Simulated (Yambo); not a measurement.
# MgS (Niningerite) (Fm-3m) in Yambo: notebook, part 2 of 2

Yambo 5.3.0. The steps go on from the part before.

**3. Optical spectrum by the Bethe-Salpeter equation, PBEsol**

The input, bse5.in:

```
optics
bse
bss
rim_cut
em1s
RandQpts= 1000000
RandGvec= 50 RL
Chimod= "HARTREE"
% BndsRnXs
 1 | 33 |
%
NGsBlkXs= 3 Ry
% LongDrXs
 1 | 0 | 0 |
%
BSKmod= "SEX"
BSEmod= "retarded"
BSSmod= "h"
% BSEQptR
 1 | 1 |
%
% BSEBands
 6 | 11 |
%
BSENGexx= 20 Ry
BSENGBlk= 3 Ry
% BEnRange
 0 | 20 | eV
%
% BDmRange
 0.1 | 0.1 | eV
%
BEnSteps= 200
% BLongDir
 1 | 0 | 0 |
%
BSEprop= "abs"
BSHayTrs= -0.02
```

The input, scf.in:

```
&CONTROL
  calculation = 'scf'
  prefix = 'pwscf'
  outdir = './tmp'
  pseudo_dir = './pseudo'
/
&SYSTEM
  ibrav = 0
  nat = 2
  ntyp = 2
  ecutwfc = 84
  nbnd = 14
  occupations = 'smearing'
  smearing = 'fd'
  degauss = 0.00367493
  force_symmorphic = .true.
/
&ELECTRONS
  conv_thr = 4d-10
  electron_maxstep = 120
  mixing_beta = 0.5
/
ATOMIC_SPECIES
S     32.0600 S.upf
Mg    24.3050 Mg.upf
CELL_PARAMETERS angstrom
   0.0000000000    2.6016500000    2.6016500000
   2.6016500000    0.0000000000    2.6016500000
   2.6016500000    2.6016500000    0.0000000000
ATOMIC_POSITIONS crystal
S      0.5000000000    0.5000000000    0.5000000000
Mg     0.0000000000    0.0000000000    0.0000000000
K_POINTS automatic
10 10 10 0 0 0
```

The input, nscf.in:

```
&CONTROL
  calculation = 'nscf'
  prefix = 'pwscf'
  outdir = './tmp'
  pseudo_dir = './pseudo'
/
&SYSTEM
  ibrav = 0
  nat = 2
  ntyp = 2
  ecutwfc = 84
  nbnd = 38
  occupations = 'fixed'
  force_symmorphic = .true.
/
&ELECTRONS
  conv_thr = 1d-08
  diago_full_acc = .true.
  diago_thr_init = 1d-06
/
ATOMIC_SPECIES
S     32.0600 S.upf
Mg    24.3050 Mg.upf
CELL_PARAMETERS angstrom
   0.0000000000    2.6016500000    2.6016500000
   2.6016500000    0.0000000000    2.6016500000
   2.6016500000    2.6016500000    0.0000000000
ATOMIC_POSITIONS crystal
S      0.5000000000    0.5000000000    0.5000000000
Mg     0.0000000000    0.0000000000    0.0000000000
K_POINTS automatic
10 10 10 0 0 0
```

Potentials or basis: PseudoDojo 0.4.1 SR PBEsol standard.

The run is started by

```console
$ OMP_NUM_THREADS=1 pw.x -in scf.in > scf.out
$ OMP_NUM_THREADS=1 pw.x -in nscf.in > nscf.out
$ cd tmp/pwscf.save; p2y; mv SAVE ../..; cd ../..
$ OMP_NUM_THREADS=1 yambo
$ mkdir -p bse5; ln -s $PWD/bse4/ndb.RIM bse5/
$ OMP_NUM_THREADS=1 yambo -F bse5.in -J bse5 -C bse5_out
```

Yambo's report:

```text
[... sections 02.01 to 02.04 as in the set-up run ...]

  [02.05] Energies & Occupations
  ==============================

  [X] === General ===
  [X] Electronic Temperature                        :  0.000000  0.000000 [eV K]
  [X] Bosonic    Temperature                        :  0.000000  0.000000 [eV K]
  [X] Finite Temperature mode                       : no
  [X] El. density                                   :  0.45430E+24 [cm-3]
  [X] Fermi Level                                   :  6.311394 [eV]

  [X] === Gaps and Widths ===
  [X] Conduction Band Min                           :  2.702886 [eV]
  [X] Valence Band Max                              :  0.000000 [eV]
  [X] Filled Bands                                  :   8
  [X] Empty Bands                                   :    9   38
  [X] Direct Gap                                    :  3.589734 [eV]
  [X] Direct Gap localized at k                     :  1
  [X] Indirect Gap                                  :  2.702886 [eV]
  [X] Indirect Gap between kpts                     :   1  31
  [X] Last valence band width                       :  2.333586 [eV]
  [X] 1st conduction band width                     :  3.388923 [eV]

 [03] Transferred momenta grid and indexing
 ==========================================

 [BZ sampling] Q-grid is User defined and/or read from the database

 IBZ Q-points                                      :   47
 BZ  Q-points                                      :  1000

 K/Q-points units:
 rlu = crystal or reduced units; cc = cartesian coordinates; iku = interal k-units

 Q [ 1]         [rlu]:  0.000000  0.000000  0.000000
 Q [ 2]         [rlu]:  0.24797E-17  0.24797E-17  0.10000
 Q [ 3]         [rlu]:  0.20640E-16  0.20640E-16  0.20000
 Q [ 4]         [rlu]: -0.40117E-18 -0.40117E-18  0.30000
 Q [ 5]         [rlu]:  0.49750E-16 -0.57616E-17  0.40000
 Q [ 6]         [rlu]:  0.13555E-16  0.13555E-16 -0.50000
 Q [ 7]         [rlu]:  0.10249E-16  0.10000      0.10000
 Q [ 8]         [rlu]:  0.10320E-16  0.10000      0.20000
 Q [ 9]         [rlu]:  0.26677E-16  0.10000      0.30000
 Q [10]         [rlu]: -0.40117E-18  0.10000      0.40000
 Q [11]         [rlu]: -0.21567E-17  0.10000      0.50000
 Q [12]         [rlu]:  0.13555E-16  0.10000     -0.40000
 Q [13]         [rlu]: -0.63137E-17  0.10000     -0.30000
 Q [14]         [rlu]:  0.40117E-18  0.10000     -0.20000
 Q [15]         [rlu]:  0.14956E-16  0.10000     -0.10000
[... 30 lines left out ...]
 Q [46]         [rlu]:  0.200000  0.400000 -0.300000
 Q [47]         [rlu]:  0.200000 -0.500000 -0.300000

[... 174 lines left out ...]

   [BSK] Transition groups (total):   47
   [BSK] Size (resonant):   9000
   [BSK]         (total):   9000
   [BSK] N. of matrices :  1

   [07.01.03] Loading Dipoles @q1
   ==============================

   [07.01.04] Independent Particles properties @q1
   ===============================================

   [07.01.05] BSE Kernel @q1 (Resonant CORRRELATION EXCHANGE)
   ==========================================================

   [BSE] Exchange components :   387
   [BSE] Correlation components :   27  229

    [07.01.05.01] Screened interaction header I/O
    =============================================

    [07.01.05.02] Main kernel loop
    ==============================

    [WR./bse5//ndb.BS_Q1_CPU_0]-----------------------------------------------------
     Brillouin Zone Q/K grids (IBZ/BZ)                :    47  1000    47  1000
     RL vectors                                       :   4015 [WF]
     Coulomb cutoff potential                         : none
     Parallel CPUs
     Parallel Roles
     Fragmentation                                    : no
     BS kernel          wavefunctions                 : Perdew, Burke & Ernzerhof SOL(X)+Perdew, Burke & Ernzerhof SOL(C)
     Static diel. fun.  energies                      : Perdew, Burke & Ernzerhof SOL(X)+Perdew, Burke & Ernzerhof SOL(C)
     wavefunctions                                    : Perdew, Burke & Ernzerhof SOL(X)+Perdew, Burke & Ernzerhof SOL(C)
     [K] Identifier                                   :   8239
     [K] Dimension                                    :   9000
     [K] Bands                                        :   6  11
     [K] Exchange                                     : yes [res]
     [K] Correlation                                  : yes [res]
     [K] Kernel`s coupling                            : no
     [K] Exchange                                     : no [cpl]
     [K] Correlation                                  : no [cpl]
     [K] W interaction is bare                        : no
     [K] ALDA kernel in R-space                       : no
     [K] RL vectors                                   :   387 [exchange]
     [K] RL vectors                                   :  27 [correlation]
     [K] E/h energy range                             : -1.000000 -1.000000 [eV]
     [K] Coupling range                               :  100.0000  100.0000 [o/o]
     [W] Interaction is diagonal                      : no
     [W] Matrix size                                  :  27
     [W] Bands                                        :    1   33
     [W] e/h energy range                             : -1.000000 -1.000000 [eV]
     [W] Poles                                        :  100.0000 [o/o]
     [W] RL vectors in the sum                        :   4015
     [W] [r,Vnl] included                             : yes
     [W] Field direction                              :  0.100000E-4   0.00000      0.00000
     [W] Coulomb Cutoff                               : none
     [W] Hxc Kernel                                   : HARTREE
     [RIM] RL components                              :   51 [col]
     [RIM] Random points                              :  1000000 [col]
     [SOC] Perturbative SOC                           : no
     [K] Kernel long-range exchange                   : BAR

    [07.01.05.03] Wave-Function Phases
    ==================================

    [BSE] WF phases found       :  82.40248 [o/o]

   [07.01.06] BSE solver(s) @q1
   ============================

   [07.01.07] Haydock Solver in the optics basis @q1 using the hermitian scheme
   ============================================================================

   Accuracy (requested)      : -0.020000 [o/o]
   Accuracy (reached)        :  0.018531 [o/o]
   Iterations                :   95
```

o-bse5.eps_q1_haydock_bse:

```text
# Absorption @ Q(1):   1.00000000      0.00000000      0.00000000    [q->0 direction]
#
[... 61 lines left out ...]
        0.301508           0.013675           6.564084           0.007359           5.613478           0.013675           6.564084
        0.402010           0.018357           6.580141           0.009855           5.622115           0.018357           6.580141
        0.502513           0.023147           6.600946           0.012388           5.633275           0.023147           6.600946
[... 192 lines left out ...]
        19.89950           0.005850           0.493015           0.007110           0.396465           0.005850           0.493015
        20.00000           0.005744           0.498840           0.006978           0.403543           0.005744           0.498840
#
```

Wall time 33 min (1 thread of Arm Neoverse V2, shared host); peak memory 0.98 GiB.

What came out:

| Item | Value |
| --- | --- |
| Band gap on the k mesh, mean-field level | 2.70 eV, indirect (least direct gap 3.59 eV) |

Dielectric function (along the field direction of the input):
```csv
energy (eV),real part,imaginary part
0.30,6.56,0.01
1.31,6.96,0.07
2.31,8.17,0.19
3.32,12.34,2.10
4.42,7.58,22.65
5.43,-1.78,7.46
6.43,0.17,5.09
7.54,-1.96,4.70
8.54,-2.41,4.04
9.55,-2.60,1.42
10.65,-1.87,1.29
11.66,-1.23,0.37
12.66,-0.70,0.14
13.77,-0.31,0.03
14.77,-0.06,0.02
15.78,0.11,0.01
16.88,0.25,0.01
17.89,0.35,0.01
18.89,0.43,0.01
20.00,0.50,0.01
```

Caveat: the transitions start from uncorrected Kohn-Sham levels, so peaks lie too low; exciton energies and binding change strongly with the k mesh and aren't converged on this one; spectra need much finer meshes, so this one isn't converged.
